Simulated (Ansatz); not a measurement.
The system is SbAs.

```xyz
2
Lattice="2.0327 1.1736 3.7166 -2.0327 1.1736 3.7166 0.0000 -2.3472 3.7166" Properties=species:S:1:pos:R:3 pbc="T T T"
Sb    0.0000    0.0000    8.5954
As    0.0000    0.0000    2.5544
```

The cell is a database's computed one.

```yaml
Program: Ansatz 0.2.0
Task: relaxation of cell and atoms
Functional: PBE
Dispersion: D3(BJ)
Potentials_or_basis: all-electron LAPW, scalar-relativistic
Basis_error_allowed: 0.001 eV/atom
k_mesh: 8 × 8 × 8
Occupations: fermi-dirac, width 0.05 eV
Spin: no spin polarisation
```

At the start: volume 26.60 Å³/atom.

Question: Where does the relaxation end?

Answer: Over 7 steps the energy falls by 15.0 meV/atom and the volume is 25.05 Å³/atom (-5.8 %); space group R3m (No. 160, to 0.05 Å).

The path:
| step | energy change (eV) | largest force (eV/Å) | volume (Å³) |
| --- | --- | --- | --- |
| 1 | 0.0000 | 0.1614 | 53.20 |
| 2 | -0.0128 | 0.1258 | 48.61 |
| 3 | -0.0195 | 0.2199 | 48.80 |
| 4 | -0.0293 | 0.0430 | 50.34 |
| 5 | -0.0299 | 0.0010 | 50.12 |
| 6 | -0.0299 | 0.0021 | 50.10 |
| 7 | -0.0300 | 0.0022 | 50.10 |

Final structure:
```yaml
crystal:
  lattice:
    - [2.03029, 1.17219, 3.50846]
    - [-2.03029, 1.17219, 3.50846]
    - [0.00000, -2.34437, 3.50846]
  atoms:
    - { symbol: Sb, position: [0.76637, 0.76637, 0.76637] }
    - { symbol: As, position: [0.23363, 0.23363, 0.23363] }
```
